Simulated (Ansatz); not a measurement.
Set up this calculation in Ansatz 0.2.0, as the native input.

* Task: single point
* Functional: r2SCAN
* Potentials or basis: Ansatz PAW
* Cutoff: 500 eV (not typed: the program's choice for these potentials)
* k mesh: 6 × 6 × 6
* Occupations: fermi-dirac, width 0.05 eV
* Spin: collinear spin, antiferromagnetic start
* Starting moments: [8.5, -2.5] μB

EuMo:

```
CELL_PARAMETERS angstrom
3.53145 0.00000 0.00000
0.00000 3.53145 0.00000
0.00000 0.00000 3.53145
ATOMIC_POSITIONS crystal
Eu 0.50000 0.50000 0.50000
Mo 0.00000 0.00000 0.00000
```

The cell was built by a generator and needn't be a form met in nature.

The input as run:

input.yaml

```yaml
crystal:
  lattice:
    - [3.53145, 0.0, 0.0]
    - [0.0, 3.53145, 0.0]
    - [0.0, 0.0, 3.53145]
  atoms:
    - { symbol: Eu, position: [0.5, 0.5, 0.5], spin: 8.5 }
    - { symbol: Mo, position: [0.0, 0.0, 0.0], spin: -2.5 }
hamiltonian:
  xc: r2scan
  pseudopotentials: { kind: paw }
magnetization:
  spin_polarized: true
kpoints:
  mp_grid: { grid: [6, 6, 6] }
scf:
  occupations: { method: fermi_dirac, width: 0.05 }
output:
  forces: true
  stress: true
  eigenvalues: true
```

Potentials or basis: Ansatz PAW.

Command:

```bash
$ ansatz run input.yaml --threads 2 --pin off --max-ram 5632MiB --backend cpu --events-out ev --progress --plain --runs-dir out
```

Results of the run:

```json
{
 "Pressure": "6.0 GPa",
 "Band gap on the k mesh": "none (metal or under the smearing width)",
 "Net moment": "4.10 μB per cell",
 "Absolute moment": "9.10 μB per cell",
 "Site moments": "Eu +6.49; Mo -2.24 μB"
}
```

Caveat: the magnetic or orbital state may not be the lowest; spin-orbit coupling is left out, which moves the levels of the heavy elements; without U or exact exchange the open f shell lies at the Fermi level, which spoils levels, moments and volumes; the PAW data sets come from PBE, with cores solved anew for the run's functional, which leaves a small shift of forces and pressure.

Wall time 7.6 s on 2 threads of Arm Neoverse V2 (shared host), peak memory 0.47 GiB.
